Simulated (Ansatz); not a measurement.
Working through vertical energies of changing the electron count of Cl₃ISn, SMILES [Cl][Sn]([Cl])([Cl])[I]

Computed with Ansatz 0.2.0 through its Python package.

Contents of `cl3isn.xyz`:
```text
5

Cl   -1.05750   -0.40970    2.09050
Sn   -0.00730   -0.08120    0.01650
Cl    2.22280   -0.70330    0.22770
Cl   -0.95910   -1.41460   -1.62090
I    -0.14900    2.53520   -0.75520
```

Run as a notebook:

**Cell 1**
```python
import ansatz
```

**Cell 2**
```python
BASIS_SET = "def2-SVPD"
FUNCTIONAL = "CAM-B3LYP"
```

**Cell 3**
```python
def single_point(molecule, charge=0, unpaired=0):
    calc = (
        molecule.calculation()
        .basis(gaussian=BASIS_SET)
        .functional(FUNCTIONAL)
    )
    if charge:
        calc = calc.charge(charge)
    if unpaired:
        calc = calc.spin("collinear", total=unpaired)
    report = calc.run(threads=1).report
    if report["published_state_doubts"]:
        print("  doubts:", report["published_state_doubts"])
    return report["free_energy_ev"]
```

**Cell 4**
```python
molecule = ansatz.Crystal.molecule_from_extxyz("cl3isn.xyz")
```

**Cell 5**
```python
# delta-SCF style differences, no relaxation
parent = single_point(molecule, 0, 0)
cation = single_point(molecule, 1, 1)
print(f"E(N)   = {parent:.5f} eV")
print(f"E(N-1) = {cation:.5f} eV  (1 unpaired)")
print(f"vertical ionisation energy {cation - parent:.3f} eV")
anion = single_point(molecule, -1, 1)
print(f"E(N+1) = {anion:.5f} eV  (1 unpaired)")
print(f"vertical electron affinity {parent - anion:.3f} eV" + ("" if anion < parent else " (unbound in this basis)"))
print(f"fundamental gap IP - EA = {cation + anion - 2 * parent:.3f} eV")
```
Output:
```text
E(N)   = -51494.27241 eV
E(N-1) = -51483.71242 eV  (1 unpaired)
vertical ionisation energy 10.560 eV
E(N+1) = -51496.72041 eV  (1 unpaired)
vertical electron affinity 2.448 eV
fundamental gap IP - EA = 8.112 eV
```

At this unrelaxed geometry removing an electron costs 10.56 eV and adding one releases 2.45 eV.

Notes:
- Total energies depend on the basis set; only differences at equal settings carry meaning.
- The geometry is a force-field or estimated start, not a minimum of this method, and the basis set is short of its limit. All parts are taken at fixed geometry, without zero-point energy. At an unrelaxed start these energies can be a whole eV from those at the minimum, and a small affinity can change sign.
- def2 sets replace the cores of elements past krypton by effective core potentials.
- Run time: 120 s on 1 thread of Arm Neoverse V2 (shared host), peak memory 1 GiB.

(Lines on the test bed's own set-up are left out of the output.)
